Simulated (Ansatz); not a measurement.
# CaBr (P-6m2) in Ansatz: convergence with wavefunction cutoff

Aim: find how far wavefunction cutoff must go before the results for CaBr settle, at LDA. This setting moves, with any that are tied to it; all else stays.

Everything below comes from runs of Ansatz 0.2.0. Logs are shortened: lines on timing, memory, paths and dates and some standing lists are left out, and cuts for length are marked.

## Step 1: The structure

Symmetry: P-6m2, No. 187, hexagonal system. The conventional cell has a = 3.917 Å, b = 3.917 Å, c = 4.341 Å, α = 90.00°, β = 90.00°, γ = 120.00°. Around Br (site symmetry -6m2) lie 6 Ca at 3.13 Å. Around Ca (site symmetry -6m2) lie 6 Br at 3.13 Å.

The cell comes from a database or a generator and needn't be the stable form of this composition.

## Step 2: With wavefunction cutoff 200 eV

Input file input.yaml:

```yaml
crystal:
  lattice:
    - [3.9170223818, 0.0, 0.0]
    - [-1.9585111909, 3.3922408898, 0.0]
    - [0.0, 0.0, 4.341034]
  atoms:
    - { symbol: Br, position: [0.3333333333, 0.6666666667, 0.5] }
    - { symbol: Ca, position: [0.0, 0.0, 0.0] }
hamiltonian:
  xc: lda
  pseudopotentials: { kind: paw_fr }
magnetization:
  noncollinear: true
  spin_orbit: true
kpoints:
  mp_grid: { grid: [7, 7, 5] }
scf:
  occupations: { method: fermi_dirac, width: 0.1 }
output:
  forces: true
  stress: true
  eigenvalues: true
basis:
  ecutwfc: "200 eV"
```

Potentials or basis: Ansatz PAW.

Launch:

```bash
$ ansatz run input.yaml --threads 2 --pin off --max-ram 5632MiB --backend cpu --events-out ev --progress --plain --runs-dir out
```

Run time: 1.8 s. Hardware: 2 threads of Arm Neoverse V2, shared host; peak memory 0.3 GiB.

Results:

```
Free energy            : -4467.0356 eV
Pressure               : -2.8 GPa
Band gap on the k mesh : none (metal or under the smearing width)
```

## Step 3: With wavefunction cutoff 250 eV

Edit input.yaml of step 2 so:

```diff
@@ -23,2 +23,2 @@
 basis:
-  ecutwfc: "200 eV"
+  ecutwfc: "250 eV"
```

Potentials or basis: Ansatz PAW.

Launch:

```bash
$ ansatz run input.yaml --threads 2 --pin off --max-ram 5632MiB --backend cpu --events-out ev --progress --plain --runs-dir out
```

It took 2.5 s on 2 threads of Arm Neoverse V2, shared host; peak memory 0.32 GiB.

What came out:

* Free energy: -4469.0893 eV
* Pressure: -3.1 GPa
* Band gap on the k mesh: none (metal or under the smearing width)

## Step 4: With wavefunction cutoff 300 eV

Edit input.yaml of step 3 so:

```diff
@@ -23,2 +23,2 @@
 basis:
-  ecutwfc: "250 eV"
+  ecutwfc: "300 eV"
```

Launch:

```bash
$ ansatz run input.yaml --threads 2 --pin off --max-ram 5632MiB --backend cpu --events-out ev --progress --plain --runs-dir out
```

It took 3 s on 2 threads of Arm Neoverse V2, shared host; peak memory 0.34 GiB.

Results:

- Free energy: -4469.4734 eV
- Pressure: -3.1 GPa
- Band gap on the k mesh: none (metal or under the smearing width)

## Step 5: With wavefunction cutoff 350 eV

Edit input.yaml of step 4 so:

```diff
@@ -23,2 +23,2 @@
 basis:
-  ecutwfc: "300 eV"
+  ecutwfc: "350 eV"
```

Launch:

```bash
$ ansatz run input.yaml --threads 2 --pin off --max-ram 5632MiB --backend cpu --events-out ev --progress --plain --runs-dir out
```

Wall time 3.8 s (2 threads of Arm Neoverse V2, shared host); peak memory 0.37 GiB.

Results:

* Free energy: -4469.5217 eV
* Pressure: -3.2 GPa
* Band gap on the k mesh: none (metal or under the smearing width)

## Step 6: With wavefunction cutoff 400 eV

Edit input.yaml of step 5 so:

```diff
@@ -23,2 +23,2 @@
 basis:
-  ecutwfc: "350 eV"
+  ecutwfc: "400 eV"
```

Potentials or basis: Ansatz PAW.

Launch:

```bash
$ ansatz run input.yaml --threads 2 --pin off --max-ram 5632MiB --backend cpu --events-out ev --progress --plain --runs-dir out
```

Run time: 4.6 s. Hardware: 2 threads of Arm Neoverse V2, shared host; peak memory 0.39 GiB.

It converged, with:

| Item | Value |
| --- | --- |
| Free energy | -4469.5258 eV |
| Pressure | -3.2 GPa |
| Band gap on the k mesh | none (metal or under the smearing width) |

## Step 7: With wavefunction cutoff 450 eV

Edit input.yaml of step 6 so:

```diff
@@ -23,2 +23,2 @@
 basis:
-  ecutwfc: "400 eV"
+  ecutwfc: "450 eV"
```

Launch:

```bash
$ ansatz run input.yaml --threads 2 --pin off --max-ram 5632MiB --backend cpu --events-out ev --progress --plain --runs-dir out
```

It took 5.3 s on 2 threads of Arm Neoverse V2, shared host; peak memory 0.41 GiB.

Results (log left out):

| Item | Value |
| --- | --- |
| Free energy | -4469.5268 eV |
| Pressure | -3.2 GPa |
| Band gap on the k mesh | none (metal or under the smearing width) |

## Step 8: With wavefunction cutoff 500 eV

Edit input.yaml of step 7 so:

```diff
@@ -23,2 +23,2 @@
 basis:
-  ecutwfc: "450 eV"
+  ecutwfc: "500 eV"
```

Launch:

```bash
$ ansatz run input.yaml --threads 2 --pin off --max-ram 5632MiB --backend cpu --events-out ev --progress --plain --runs-dir out
```

Wall time 6.4 s (2 threads of Arm Neoverse V2, shared host); peak memory 0.43 GiB.

The run converged. Its results:

* Free energy: -4469.5276 eV
* Pressure: -3.2 GPa
* Band gap on the k mesh: none (metal or under the smearing width)

## Step 9: With wavefunction cutoff 600 eV

Edit input.yaml of step 8 so:

```diff
@@ -23,2 +23,2 @@
 basis:
-  ecutwfc: "500 eV"
+  ecutwfc: "600 eV"
```

Potentials or basis: Ansatz PAW.

Launch:

```bash
$ ansatz run input.yaml --threads 2 --pin off --max-ram 5632MiB --backend cpu --events-out ev --progress --plain --runs-dir out
```

Wall time 7 s (2 threads of Arm Neoverse V2, shared host); peak memory 0.47 GiB.

The run converged. Its results:

```
Free energy            : -4469.5280 eV
Pressure               : -3.2 GPa
Band gap on the k mesh : none (metal or under the smearing width)
```

## Step 10: With wavefunction cutoff 800 eV

Edit input.yaml of step 9 so:

```diff
@@ -23,2 +23,2 @@
 basis:
-  ecutwfc: "600 eV"
+  ecutwfc: "800 eV"
```

Potentials or basis: Ansatz PAW.

Launch:

```bash
$ ansatz run input.yaml --threads 2 --pin off --max-ram 5632MiB --backend cpu --events-out ev --progress --plain --runs-dir out
```

Log:

```text
Warning: RAYON_NUM_THREADS=2 ignored (pool sized by the plan → 2); use --threads N
Engine: ansatz 0.2.0, aarch64-unknown-linux-gnu
Pseudopotentials: kind: paw_fr
Pseudopotential: Br, paw_fr, valence charge 7, recommended cutoff 420 eV (normal), Br.paw.azcp#standard-fr
Pseudopotential: Ca, paw_fr, valence charge 10, recommended cutoff 420 eV (normal), Ca.paw.azcp#standard-fr
Functional definition: SPW92
  exchange = slater_x
  correlation = pw_c
non-collinear run that drives no moment, with spin-orbit: no starting moment large enough to seed its density (crystal.atoms[].spin), no starting occupations that ask for one, no magnetisation constraint and no magnetic field, so the semilocal B_xc is pinned to zero
Crystal: 2 atoms, lattice volume = 57.681 Å³
Basis set: ecut = 800 eV, 2955 PW (Γ)
Bands: 26, of which v1, the nominal top of the filled ones, is band 17 counted from 1 (16 counted from 0)
Symmetry: 12 space group operations + 12 with time reversal
Magnetic group: BNS 187.210 (UNI 1440), of the structure as read, at distance tolerance 3.9e-5 Å
k-points: 24 of 245 (time reversal used)
Projection manifold: j_resolved (fully-relativistic pseudo-atomic orbitals)
Non-local potential: Br, projectors of the file, l = 0: 2, l = 1: 4, l = 2: 4
Non-local potential: Ca, projectors of the file, l = 0: 3, l = 1: 4, l = 2: 4
PAW form: soft (Blöchl's): semilocal exchange-correlation on the pseudo side does not see the compensation charge
PAW frozen core: Br, regenerated for the run's functional, and the local potential with it (the file was generated under x = pbe(κ = 0.804, μ = 0.2195149727645171), c = pbe(β = 0.06672455060314922))
PAW frozen core: Ca, regenerated for the run's functional, and the local potential with it (the file was generated under x = pbe(κ = 0.804, μ = 0.2195149727645171), c = pbe(β = 0.06672455060314922))
PAW one-centre angular grid: Br, 110 points (default); XC on 64 Gauss nodes
PAW one-centre angular grid: Ca, 110 points (default); XC on 64 Gauss nodes
Initial density: superposition of atomic densities (chi_scale 0.1, normalization cell, long waves kept (reshape's long-wave potential 0.00 eV rms))
Initial wavefunctions: pseudopotential atomic-orbital guess
Functional: x = slater, c = lda
SCF iter   1: F=—  HF=-4471.700231 eV  |F-HF|=—  |Δ(HF+E_count)|=         —  Δρ=7.15e-2  dr2=7.05e0  dr2_m=0.00e0 (ungated)  ethr=3.10e-3  |M|=0.00e0 ∫|m|=0.00e0 μB  |m|>n=0.0e0 m-floor=0.0e0 τ_xc=0.0e0  β_m=0.30  ⟨swp⟩=11.6  Hψ=4511  notcnv=0
preconditioner: auto → none  [metal: Δε(μ)=0.016 eV  Ē_g=6.880 eV  σ=0.100 eV  W_gap=0.04  n_scr=8 (ndim 8)  ℏωp=14.7 eV  f_vac=0.000  D(μ)=3.30/eV (n_scr^D=28)  sad-step TF]
SCF iter   2: F=—  HF=-4470.447421 eV  |F-HF|=—  |Δ(HF+E_count)|=    1.25e0  Δρ=4.04e-2  dr2=2.60e0  dr2_m=0.00e0 (ungated)  ethr=3.10e-3  |M|=0.00e0 ∫|m|=0.00e0 μB  |m|>n=0.0e0 m-floor=0.0e0 τ_xc=0.0e0  β_m=0.50  ⟨swp⟩=3.8  Hψ=1646  notcnv=0
SCF iter   3: F=—  HF=-4469.576394 eV  |F-HF|=—  |Δ(HF+E_count)|=   8.71e-1  Δρ=8.75e-3  dr2=1.07e-1  dr2_m=0.00e0 (ungated)  ethr=3.10e-3  |M|=0.00e0 ∫|m|=0.00e0 μB  |m|>n=0.0e0 m-floor=0.0e0 τ_xc=0.0e0  β_m=0.73  ⟨swp⟩=3.8  Hψ=1801  notcnv=0
SCF iter   4: F=—  HF=-4469.534755 eV  |F-HF|=—  |Δ(HF+E_count)|=   4.16e-2  Δρ=3.71e-3  dr2=1.46e-2  dr2_m=0.00e0 (ungated)  ethr=6.30e-4  |M|=0.00e0 ∫|m|=0.00e0 μB  |m|>n=0.0e0 m-floor=0.0e0 τ_xc=0.0e0  β_m=0.69  ⟨swp⟩=4.7  Hψ=1658  notcnv=0
SCF iter   5: F=—  HF=-4469.529406 eV  |F-HF|=—  |Δ(HF+E_count)|=   5.35e-3  Δρ=1.46e-3  dr2=3.02e-3  dr2_m=0.00e0 (ungated)  ethr=8.58e-5  |M|=0.00e0 ∫|m|=0.00e0 μB  |m|>n=0.0e0 m-floor=0.0e0 τ_xc=0.0e0  β_m=0.64  ⟨swp⟩=3.1  Hψ=1180  notcnv=0
SCF iter   6: F=—  HF=-4469.528321 eV  |F-HF|=—  |Δ(HF+E_count)|=   1.08e-3  Δρ=4.52e-4  dr2=2.91e-4  dr2_m=0.00e0 (ungated)  ethr=1.78e-5  |M|=0.00e0 ∫|m|=0.00e0 μB  |m|>n=0.0e0 m-floor=0.0e0 τ_xc=0.0e0  β_m=0.82  ⟨swp⟩=2.5  Hψ=928  notcnv=0
SCF iter   7: F=—  HF=-4469.528212 eV  |F-HF|=—  |Δ(HF+E_count)|=   1.09e-4  Δρ=1.12e-4  dr2=1.74e-5  dr2_m=0.00e0 (ungated)  ethr=1.71e-6  |M|=0.00e0 ∫|m|=0.00e0 μB  |m|>n=0.0e0 m-floor=0.0e0 τ_xc=0.0e0  β_m=0.77  ⟨swp⟩=2.0  Hψ=1020  notcnv=0
SCF iter   8: F=—  HF=-4469.528237 eV  |F-HF|=—  |Δ(HF+E_count)|=   2.54e-5  Δρ=2.16e-5  dr2=6.61e-7  dr2_m=0.00e0 (ungated)  ethr=1.02e-7  |M|=0.00e0 ∫|m|=0.00e0 μB  |m|>n=0.0e0 m-floor=0.0e0 τ_xc=0.0e0  β_m=0.88  ⟨swp⟩=3.0  Hψ=1050  notcnv=0
SCF iter   9: F=-4469.528237 eV  HF=-4469.528237 eV  |F-HF|=5.90e-9  |Δ(HF+E_count)|=   2.92e-7  Δρ=2.31e-6  dr2=6.42e-9  dr2_m=0.00e0 (ungated)  ethr=5.88e-10  |M|=0.00e0 ∫|m|=0.00e0 μB  |m|>n=0.0e0 m-floor=0.0e0 τ_xc=0.0e0  ⟨swp⟩=8.9  Hψ=3225  notcnv=0
SCF 1 converged in 9 iterations: F = -4469.528237 eV  dr2 = 6.42e-9
SCF converged after 9 iterations
Magnetization: |M| = 0.0000 μB,  M = (+0.0000, +0.0000, +0.0000) μB
Absolute magnetization: 0.0000 μB (∫|m|)
  site 0: m = (+0.0000, +0.0000, +0.0000) μB, |m| = 0.0000 μB  (R = 1.29 Å)
  site 1: m = (+0.0000, +0.0000, +0.0000) μB, |m| = 0.0000 μB  (R = 1.29 Å)
Free energy (F): -4469.528237 eV
Harris-Foulkes:  -4469.528237 eV  (|F-HF|=5.90e-9)
Internal energy: -4469.452238 eV  (E = F + TS)
E sigma→0 (E₀):  -4469.490237 eV
Entropy (-TS):   -0.075999 eV (-38.000 meV/atom)
Fermi energy:    7.627421 eV
--- Per-component energies (eV) ---
  E_band       = -162.831150
  E_kinetic    = 411.533321
  E_local      = -963.795944  (includes V_loc(G=0)·N_el)
  E_nonlocal   = 138.998476
  E_hartree    = 301.771200
  E_xc         = -396.406874
  E_vxc        = -274.877820  (∫ρ·V_xc dr)
  E_paw        = -2977.442906  (= ΣΔE_a)
  E_vpaw       = -78.230663  (= ΣTr[D̂ρ^β])
  E_aug_tail   = -0.000001  (compensation charges beyond the density's cutoff)
  E_ewald      = -984.600277
  E_core_change = 0.490767  (= ΣΔE_core)
  E_smearing   = -0.075999  (= −TS)
  E_closure    = -0.000000  (closes the sum)
  Σ components = -4469.528237   (vs F -4469.528237, Δ=0.00e0)
--- Forces (eV/Å), atoms counted from 1 ---
  atom   1  Br     0.00000000     0.00000000     0.00000000
  atom   2  Ca     0.00000000    -0.00000000    -0.00000000
  max |Σ_I F_I| component: 9.71e-17 eV/Å
--- Stress (GPa, compression-positive) ---
       -3.109861       0.000000      -0.000000
        0.000000      -3.109861      -0.000000
       -0.000000      -0.000000      -3.293377
  P = ⅓ Tr σ = -3.1710 GPa (-31.710 kbar)
--- Band table (eV; the first three rows and the last of 24) ---
  k-point 0: bands = ["-34.3300", "-34.3300", "-15.8248", "-15.8248", "-15.4633", "-15.4633", "-15.3926", "-15.3926", "-9.9897", "-9.9897", "2.0412", "2.0412", "2.9806", "2.9806", "3.2731", "3.2731", "5.7498", "5.7498", "7.9944", "7.9944", "9.8688", "9.8688", "9.8847", "9.8847", "10.3351", "10.3351"]
  k-point 1: bands = ["-34.3294", "-34.3294", "-15.8357", "-15.8357", "-15.4755", "-15.4755", "-15.3915", "-15.3914", "-9.9203", "-9.9203", "1.3911", "1.3911", "2.9660", "2.9660", "3.2995", "3.2997", "6.7961", "6.7961", "8.3567", "8.3567", "9.4598", "9.4642", "9.4642", "9.4679", "10.4474", "10.4474"]
  k-point 2: bands = ["-34.3286", "-34.3286", "-15.8548", "-15.8548", "-15.4930", "-15.4930", "-15.3897", "-15.3897", "-9.8061", "-9.8061", "0.6296", "0.6296", "2.9899", "2.9899", "3.3423", "3.3424", "8.3329", "8.3329", "9.2047", "9.2088", "9.2161", "9.2161", "9.2188", "9.2188", "10.1192", "10.1192"]
  k-point 23: bands = ["-34.3176", "-34.3176", "-15.8738", "-15.8682", "-15.5082", "-15.5052", "-15.4738", "-15.4649", "-9.5873", "-9.5868", "1.2046", "1.2987", "1.5788", "1.6248", "1.9010", "1.9847", "7.8106", "7.8221", "9.8226", "9.8331", "10.2091", "10.2233", "10.5652", "10.5816", "10.7122", "10.7790"]
```

Wall time 11 s (2 threads of Arm Neoverse V2, shared host); peak memory 0.58 GiB.

Results:

```yaml
Free_energy: -4469.5282 eV
Pressure: -3.2 GPa
Band_gap_on_the_k_mesh: none (metal or under the smearing width)
```

## Step 11: Summary

```tsv
wavefunction cutoff	energy less the tightest run, at zero smearing (meV/atom)	pressure (GPa)	SCF cycles	CPU time (s)	peak memory (GiB)
200 eV	1245.16	-2.84	8	3.5	0.3
250 eV	219.33	-3.10	9	4.7	0.32
300 eV	27.39	-3.13	9	5.8	0.34
350 eV	3.26	-3.17	9	7.3	0.37
400 eV	1.24	-3.17	9	9	0.39
450 eV	0.71	-3.17	9	10	0.41
500 eV	0.32	-3.17	9	12	0.43
600 eV	0.10	-3.17	9	14	0.47
800 eV	0.00	-3.17	9	21	0.58
```

Against the tightest run, the energy stays within 1 meV/atom from 450 eV on; the pressure stays within 0.1 GPa from 250 eV on. The tightest run that finished is the yardstick and may itself not be fully converged.

Caveats: the PAW data sets come from PBE, with cores solved anew for the run's functional, which leaves a small shift of forces and pressure.
